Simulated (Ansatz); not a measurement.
**C₂H₇ClSSi: two torsions**

A grid of calculations on C2H7ClSSi, SMILES CC[SiH](S)Cl, to see where the energy is lowest and how it rises around there.

Program: Ansatz 0.2.0. Level of theory: RKS PBE0-D4/def2-SVP. These are calculated values, not measurements.

### 1 Where the work starts

12 atoms, charge 0, spin multiplicity 1.

Atoms are counted from 1 here; the program's logs count them from 0.

Bond lengths: C1–C2 1.535 Å, C1–H6 1.110 Å, C1–H7 1.109 Å, C1–H8 1.109 Å, C2–Si3 1.882 Å, C2–H9 1.113 Å, C2–H10 1.112 Å, Si3–S4 2.155 Å, Si3–Cl5 2.097 Å, Si3–H11 1.502 Å, S4–H12 1.363 Å. Angles: C2–C1–H6 111.5°, C2–C1–H7 111.2°, C2–C1–H8 111.4°, H6–C1–H7 107.4°, H6–C1–H8 107.4°, H7–C1–H8 107.7°, C1–C2–Si3 113.9°, C1–C2–H9 111.3°, C1–C2–H10 111.0°, Si3–C2–H9 106.8°, Si3–C2–H10 107.3°, H9–C2–H10 106.1°, C2–Si3–S4 107.1°, C2–Si3–Cl5 108.8°, C2–Si3–H11 113.1°, S4–Si3–Cl5 111.7°, S4–Si3–H11 110.4°, Cl5–Si3–H11 105.8° and more.

As a file:

```mol
C2H7ClSSi
  3D, bonds by distance, orders not assigned

 12 11  0  0  0  0  0  0  0  0999 V2000
   -1.1695   -0.3660    1.3268 C   0  0
    0.2608   -0.2191    0.7894 C   0  0
    0.3482    0.2093   -1.0416 Si  0  0
    2.4321    0.4396   -1.5385 S   0  0
   -0.7292    1.9773   -1.3738 Cl  0  0
   -1.7093   -1.1964    0.8267 H   0  0
   -1.7578    0.5595    1.1616 H   0  0
   -1.1724   -0.5770    2.4154 H   0  0
    0.8423   -1.1575    0.9276 H   0  0
    0.8155    0.5713    1.3412 H   0  0
   -0.2892   -0.8279   -1.9208 H   0  0
    2.2057    0.5316   -2.8798 H   0  0
  1  2  8  0
  1  6  8  0
  1  7  8  0
  1  8  8  0
  2  3  8  0
  2  9  8  0
  2 10  8  0
  3  4  8  0
  3  5  8  0
  3 11  8  0
  4 12  8  0
M  END
```

This geometry comes from a loose relaxation at PBE in a small basis, which is not shown.

### 3 Setting up the map

The axes are (1) dihedral C1–C2–Si3–S4: 10 values from −180 to 144 °, periodic; (2) dihedral C2–Si3–S4–H12: 10 values from −180 to 144 °, periodic.

Nothing else is relaxed (all other coordinates rigid). Energies count from the relaxed molecule at the same level. Points are written as (first, second).

(The set-up runs are not shown.)

### 4 Point (72°, −180°)

File input.yaml:

```yaml
crystal:
  periodic: [false, false, false]
  atoms:
    - { symbol: C, position_ang: [-1.162829, -0.357061, 1.323714] }
    - { symbol: C, position_ang: [0.257221, -0.224044, 0.780687] }
    - { symbol: Si, position_ang: [0.344548, 0.19306, -1.038696] }
    - { symbol: S, position_ang: [-0.268878, 2.23115, -1.24402] }
    - { symbol: Cl, position_ang: [-0.914849, -1.08869, -2.08708] }
    - { symbol: H, position_ang: [-1.716652, -1.164666, 0.819252] }
    - { symbol: H, position_ang: [-1.732693, 0.573337, 1.178721] }
    - { symbol: H, position_ang: [-1.159336, -0.583503, 2.400849] }
    - { symbol: H, position_ang: [0.828976, -1.158018, 0.924178] }
    - { symbol: H, position_ang: [0.813189, 0.561215, 1.321928] }
    - { symbol: H, position_ang: [1.699334, -0.005791, -1.625457] }
    - { symbol: H, position_ang: [-0.117407, 2.260767, -2.586166] }
basis:
  gaussian: { orbitals: def2-SVP }
hamiltonian:
  xc: pbe0
  dispersion: d4
output:
  forces: true
```

The run is started by

```bash
> ansatz run input.yaml --threads 1 --pin off --max-ram 2560MiB --backend cpu --events-out ev --progress --plain --runs-dir out
```

Further runs follow: the other points that were computed.

Q: Predict the outcome of this session. Wanted: lowest point; highest computed point; largest force on an atom; dipole moment.

**Answer**, as computed:

| quantity | value |
| --- | --- |
| lowest point | (72°, −180°), −0.27 kJ/mol |
| highest computed point | (0°, 36°), 27.3 kJ/mol above the lowest |
| largest force on an atom (eV/Å) | 0.04 at (−180°, −180°) to 0.79 at (0°, 72°); 0.09 at the lowest point |
| dipole moment (D) | 0.88 at (108°, −144°) to 2.92 at (0°, 0°); 1.24 at the lowest point |
| time for the whole task | 9.9 min on 1 thread, shared host |

What this shows: The lowest computed point is at (72°, −180°), −0.27 kJ/mol from the relaxed molecule at the same level. Higher local minima lie near (−180°, −180°) (0.47 kJ/mol above the lowest at that grid point); (−72°, −180°) (1.9 kJ/mol above the lowest at that grid point); (−180°, −36°) (3.9 kJ/mol above the lowest at that grid point). The highest computed point, (0°, 36°), lies 27.3 kJ/mol above the lowest. On the interpolated surface the easiest way out of the lowest well to the well at (72°, −36°) passes a barrier of about 8.1 kJ/mol. Round the minimum the valley is somewhat tilted: raising dihedral C1–C2–Si3–S4 shifts the best value of dihedral C2–Si3–S4–H12 upwards (coupling k₁₂/√(k₁₁k₂₂) about −0.2).
